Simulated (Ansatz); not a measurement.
# ScSiPd: the cost of one run

Method: DFT PBEsol, scalar-relativistic, plane waves, PAW, in Ansatz 0.2.0.

2 further runs of the same task are left out: 1 that didn't finish, 1 set aside as unsound or not needed.

## (1) Starting point

Symmetry: Pnma, No. 62, orthorhombic system. The conventional cell has a = 6.511 Å, b = 3.971 Å, c = 7.472 Å, α = 90.00°, β = 90.00°, γ = 90.00°. Sc (site symmetry m) has 5 Si at 2.80 to 2.82 Å and 6 Pd at 2.94 to 3.03 Å as nearest neighbours. Around Si (site symmetry m) lie 4 Pd at 2.45 to 2.52 Å and 5 Sc at 2.80 to 2.82 Å. Around Pd (site symmetry m) lie 4 Si at 2.45 to 2.52 Å.

Structure file:

```cif
data_structure
_symmetry_space_group_name_H-M 'P 1'
_symmetry_Int_Tables_number 1
_cell_length_a 6.5111
_cell_length_b 3.9712
_cell_length_c 7.4720
_cell_angle_alpha 90.000
_cell_angle_beta 90.000
_cell_angle_gamma 90.000
_cell_volume 193.20
loop_
_atom_site_label
_atom_site_type_symbol
_atom_site_fract_x
_atom_site_fract_y
_atom_site_fract_z
_atom_site_occupancy
Sc1 Sc 0.01786 0.25000 0.68558 1
Sc2 Sc 0.51786 0.25000 0.81442 1
Sc3 Sc 0.98214 0.75000 0.31442 1
Sc4 Sc 0.48214 0.75000 0.18558 1
Si1 Si 0.27531 0.25000 0.38390 1
Si2 Si 0.77531 0.25000 0.11610 1
Si3 Si 0.72469 0.75000 0.61610 1
Si4 Si 0.22469 0.75000 0.88390 1
Pd1 Pd 0.15822 0.25000 0.06723 1
Pd2 Pd 0.65822 0.25000 0.43277 1
Pd3 Pd 0.84178 0.75000 0.93277 1
Pd4 Pd 0.34178 0.75000 0.56723 1
```

It goes back to an entry of the Materials Project, which need not be the stable form.

This cell was relaxed beforehand with the same method: volume 16.10 Å³/atom, gap on the mesh none (metal).

## (2) Relaxing to 0.001 eV/Å, with the smearing for a metal

The response runs start from a cell at rest, found with their own mesh and filling of the bands.

input.yaml

```yaml
crystal:
  lattice:
    - [6.5111323287, 0.0, 0.0]
    - [0.0, 3.9711852881, 0.0]
    - [0.0, 0.0, 7.4720204666]
  atoms:
    - { symbol: Sc, position: [0.0178578458, 0.25, 0.6855807158] }
    - { symbol: Sc, position: [0.5178578458, 0.25, 0.8144192842] }
    - { symbol: Sc, position: [0.9821421542, 0.75, 0.3144192842] }
    - { symbol: Sc, position: [0.4821421542, 0.75, 0.1855807158] }
    - { symbol: Si, position: [0.2753115683, 0.25, 0.3838961578] }
    - { symbol: Si, position: [0.7753115683, 0.25, 0.1161038422] }
    - { symbol: Si, position: [0.7246884317, 0.75, 0.6161038422] }
    - { symbol: Si, position: [0.2246884317, 0.75, 0.8838961578] }
    - { symbol: Pd, position: [0.1582248594, 0.25, 0.0672287568] }
    - { symbol: Pd, position: [0.6582248594, 0.25, 0.4327712432] }
    - { symbol: Pd, position: [0.8417751406, 0.75, 0.9327712432] }
    - { symbol: Pd, position: [0.3417751406, 0.75, 0.5672287568] }
basis:
  ecutwfc: 420
kpoints:
  mp_grid: { grid: [6, 10, 6] }
hamiltonian:
  xc: pbesol
scf:
  occupations: { method: fermi_dirac, width: 0.15 }
output:
  forces: true
  stress: true
  eigenvalues: true
relax:
  adjacent_minimum: "off"
  f_tol: 0.001
  max_steps: 60
  cell: { stress_tol: 0.01 }
```

Started as:

```console
ansatz run input.yaml --threads 4 --pin off --max-ram 12288MiB --backend cpu --events-out ev --progress --plain --runs-dir out
```

**Question.** How long does this run take on 4 threads of Intel Xeon Platinum 8259CL at 2.50GHz (Skylake/Cascade Lake), shared host, and how much memory does it need?

About 3.5 min, with a peak of 1.5 GiB.
